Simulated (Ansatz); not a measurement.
**Nickel, A15 under m-r²SCAN: structure and ground-state energy**

The plan for nickel in the A15 structure: relax it, then solve it on a dense k-mesh. The start is ferromagnetic. The k-meshes are 6×6×6 for the relaxation; 8×8×8 for the dense run.

Computed with Ansatz 0.2.0 (DFT m-r2SCAN, plane waves (500 eV) with PAW, scalar-relativistic; PAW files made under PBE, frozen cores solved again for the functional; m-r²SCAN is r²SCAN on the gauge-invariant kinetic-energy density, unless a step says otherwise).

## (1) The starting structure

It takes space group Pm-3n (No. 223, cubic). The conventional cell has a = 4.440 Å, b = 4.440 Å, c = 4.440 Å, α = 90.00°, β = 90.00°, γ = 90.00°. Around Ni (site symmetry m-3) lie 12 Ni at 2.48 Å. Ni (site symmetry -4m2) is surrounded by 6 Ni at 2.22 to 2.48 Å.

Coordinates:

```
Ni
1.0
     4.43981    0.00000    0.00000
     0.00000    4.43981    0.00000
     0.00000    0.00000    4.43981
Ni
8
Direct
  0.00000 0.00000 0.00000
  0.50000 0.50000 0.50000
  0.25000 0.00000 0.50000
  0.75000 0.00000 0.50000
  0.50000 0.25000 0.00000
  0.50000 0.75000 0.00000
  0.00000 0.50000 0.25000
  0.00000 0.50000 0.75000
```

Starting moments (μB): +0.8 ×8.

## (2) Relaxation of the cell

File input.yaml:

```yaml
crystal:
  lattice:
    - [4.4398105893, 0.0, 0.0]
    - [0.0, 4.4398105893, 0.0]
    - [0.0, 0.0, 4.4398105893]
  atoms:
    - { symbol: Ni, position: [0.0, 0.0, 0.0], spin: 0.8 }
    - { symbol: Ni, position: [0.5, 0.5, 0.5], spin: 0.8 }
    - { symbol: Ni, position: [0.25, 0.0, 0.5], spin: 0.8 }
    - { symbol: Ni, position: [0.75, 0.0, 0.5], spin: 0.8 }
    - { symbol: Ni, position: [0.5, 0.25, 0.0], spin: 0.8 }
    - { symbol: Ni, position: [0.5, 0.75, 0.0], spin: 0.8 }
    - { symbol: Ni, position: [0.0, 0.5, 0.25], spin: 0.8 }
    - { symbol: Ni, position: [0.0, 0.5, 0.75], spin: 0.8 }
hamiltonian:
  xc: mr2scan
  pseudopotentials:
    kind: paw
    azcp:
      Ni: "pseudopotentials/Ni.paw.azcp"
basis:
  ecutwfc: 500
  fft_grid_basis: typed
kpoints:
  mp_grid: { grid: [6, 6, 6], shift: [0, 0, 0] }
magnetization:
  spin_polarized: true
scf:
  occupations: { method: fermi_dirac, width: 0.05 }
relax:
  max_steps: 60
  f_tol: 0.01
  cell: {}
```

Started as:

```sh
$ ansatz run input.yaml --threads 4 --pin off --max-ram 8192MiB --backend cpu --events-out ev --progress --plain --runs-dir out
```

Further steps of the session: The energy on a finer k-mesh.

**Question.** What will these runs give? Wanted: space group; conventional cell; volume; shortest distance; gap on the mesh; magnetic state; relative to fcc, ferromagnetic.

**Answer**, as computed:

```
                      quantity                                  value
space group (spins left aside)                        Pm-3n (No. 223)
             conventional cell                            a = 4.405 Å
                        volume                         10.683 Å³/atom
             shortest distance                                2.202 Å
               gap on the mesh           none (levels filled in part)
                magnetic state  ferromagnetic, up to 0.62 μB per atom
relative to fcc, ferromagnetic                          +155 meV/atom
```

What this shows: The relaxation shrank the cell by 2.3 % in volume. Against the reference form of nickel (fcc, ferromagnetic, computed apart with the same settings) it stands 155 meV/atom higher, so it is far from stable. It ends ferromagnetic, with up to 0.62 μB per atom. No gap shows: it is a metal or semimetal at this level. Relaxation kept the symmetry; phonons were not checked.
